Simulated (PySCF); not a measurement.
**C5H6BrN3: electronic excitations**

What electronic excitations should C5H6BrN3 (`C=CCn1nncc1Br`) show?

Programs: PySCF 2.14.0, with density-fitted response routines of our own. Each step states its level of theory. These are calculated values for one molecule in the gas phase, unless marked as measured. Atoms count from 0, in the outputs and in this text.

## Step 1: The starting structure

15 atoms, charge 0, multiplicity 1; geometry from: GFN2-xTB.

Bonds of the start (Å): C0–C1 1.32, C1–C2 1.50, C2–N3 1.44, N3–N4 1.32, N4–N5 1.28, N5–C6 1.34, C6–C7 1.38, C7–Br8 1.87, C7–N3 1.36, C0–H9 1.08, C0–H10 1.08, C1–H11 1.08, C2–H12 1.09, C2–H13 1.09, C6–H14 1.07.

## Step 2: TDDFT and polarisability: B3LYP/def2-SVPD

What the job is given:

```
{"job": {"kind": "uv", "xc": "B3LYP", "basis": "def2-SVPD", "nstates": 8, "ntriplets": 3}, "charge": 0, "multiplicity": 1}
C     -2.462139     0.415413    -0.596909
C     -1.545089     0.450738     0.349906
C     -0.627392    -0.696120     0.668637
N      0.747314    -0.306333     0.487083
N      1.535259     0.011320     1.501950
N      2.682935     0.360186     1.053662
C      2.685143     0.285836    -0.285207
C      1.431785    -0.143217    -0.671208
Br     0.686047    -0.496952    -2.345356
H     -3.099733     1.258170    -0.798801
H     -2.618549    -0.459544    -1.206393
H     -1.387921     1.336223     0.950568
H     -0.724660    -0.981814     1.719594
H     -0.847443    -1.556122     0.029608
H      3.540029     0.530204    -0.879047
```

With the program's defaults for keys left out, this is: TDDFT B3LYP/def2-SVPD, vertical, gas phase, core orbitals frozen in the response.

What will the session give for the following? lowest singlet (B3LYP/def2-SVPD); brightest single state of those computed; lowest triplet. Wanted: lowest singlet; brightest single state of those computed; lowest triplet.

As calculated:

```
                                quantity                        value
        lowest singlet (B3LYP/def2-SVPD)  5.32 eV (233 nm), f = 0.001
brightest single state of those computed  state 6, 6.29 eV, f = 0.104
                          lowest triplet                      4.51 eV
```

In words: The first singlet state (HOMO→LUMO 0.61, HOMO→LUMO+1 0.36) lies at 5.32 eV and is dark; of the 8 states computed, the strongest absorption comes from state 6 at 6.29 eV. The lowest triplet lies 0.81 eV below the lowest singlet (triplets in Tamm-Dancoff, singlets in full TDDFT).
